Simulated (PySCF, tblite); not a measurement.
**C₈H₈ClP: geometry, infrared bands and NMR shifts**

Aim: predict the infrared bands and NMR shifts of C₈H₈ClP (`Clc1cpcc(C2CC2)c1`).

Computed with tblite 0.8.0 and PySCF 2.14.0, with density-fitted response routines of our own, on a single molecule in the gas phase. Atoms are numbered from 0 throughout.

**1. The molecule as given**

18 atoms, charge 0, multiplicity 1; geometry from: force field or distance geometry start.

Bonds of the start (Å): Cl0–C1 1.73, C1–C2 1.41, C2–P3 1.82, P3–C4 1.83, C4–C5 1.41, C5–C6 1.52, C6–C7 1.51, C7–C8 1.51, C5–C9 1.42, C9–C1 1.41, C8–C6 1.50, C2–H10 1.07, C4–H11 1.09, C6–H12 1.10, C7–H13 1.08, C7–H14 1.08, C8–H15 1.08, C8–H16 1.08, C9–H17 1.09.

**2. Optimising the geometry with GFN2-xTB**

Job settings and geometry (Å):

```
{"job": {"kind": "relax", "xc": "GFN2-xTB", "basis": "xTB"}, "charge": 0, "multiplicity": 1}
Cl     3.108800     2.162500    -0.120000
C      2.290800     0.654300     0.132800
C      3.087800    -0.441500     0.512600
P      2.385600    -2.098000     0.814000
C      0.611900    -1.756200     0.511700
C      0.060200    -0.519500     0.130000
C     -1.446600    -0.443600    -0.087400
C     -2.234000     0.786000     0.297900
C     -2.044700     0.426800    -1.153800
C      0.893300     0.617200    -0.029200
H      4.149700    -0.330400     0.622300
H     -0.047200    -2.615700     0.627700
H     -1.980600    -1.387000     0.085300
H     -3.219700     0.631400     0.723700
H     -1.731100     1.660900     0.686100
H     -1.409500     1.061300    -1.745200
H     -2.903900     0.047100    -1.696300
H      0.420400     1.550800    -0.323700
```

The run is started by

```sh
OMP_NUM_THREADS=1 python probes_run.py task.json out
```

This one command runs all jobs of the session in turn.

**Question.** This job is followed by: GFN2-xTB harmonic vibrations, gas phase; GIAO PBE0/pcSseg-1 NMR shielding, non-relativistic, gas phase. Predict these results of the whole session: strongest single infrared mode (GFN2-xTB); zero-point energy (GFN2-xTB); ¹³C shifts against TMS (PBE0/pcSseg-1, means over atoms taken as alike); ¹H shifts against TMS (PBE0/pcSseg-1, means over atoms taken as alike); ³⁵Cl shifts against HCl (PBE0/pcSseg-1); ³¹P shifts against H3PO4 (PBE0/pcSseg-1).

**Answer**, as computed:

```
                                                               quantity                                              value
                              strongest single infrared mode (GFN2-xTB)                              1503 cm⁻¹, 108 km/mol
                                           zero-point energy (GFN2-xTB)                                      84.1 kcal/mol
¹³C shifts against TMS (PBE0/pcSseg-1, means over atoms taken as alike)  160.6, 159.4, 158.9, 151.2, 128.5, 21.8, 15.6 ppm
 ¹H shifts against TMS (PBE0/pcSseg-1, means over atoms taken as alike)             8.89, 8.86, 6.73, 1.81, 1.17, 0.74 ppm
                                ³⁵Cl shifts against HCl (PBE0/pcSseg-1)                                            290 ppm
                               ³¹P shifts against H3PO4 (PBE0/pcSseg-1)                                          236.4 ppm
```

What this shows: Relaxing lowered the energy by 0.405 eV in 33 steps; the close pair that moved most is P3–C4, from 1.831 to 1.729 Å. No mode is imaginary among the 48: a minimum at this level. The strongest single mode, at 1503 cm⁻¹, moves mainly C9 and C5. GFN2-xTB is a fitted tight-binding method: band positions and strengths are rough. Its intensities can rank the bands wrongly. At PBE0/pcSseg-1: Shielding is most anisotropic at P3 (span 685 ppm, paramagnetic term -884 ppm). NICS(1)zz of -24 ppm above the planar ring from C1 marks a diatropic (aromatic) ring current.
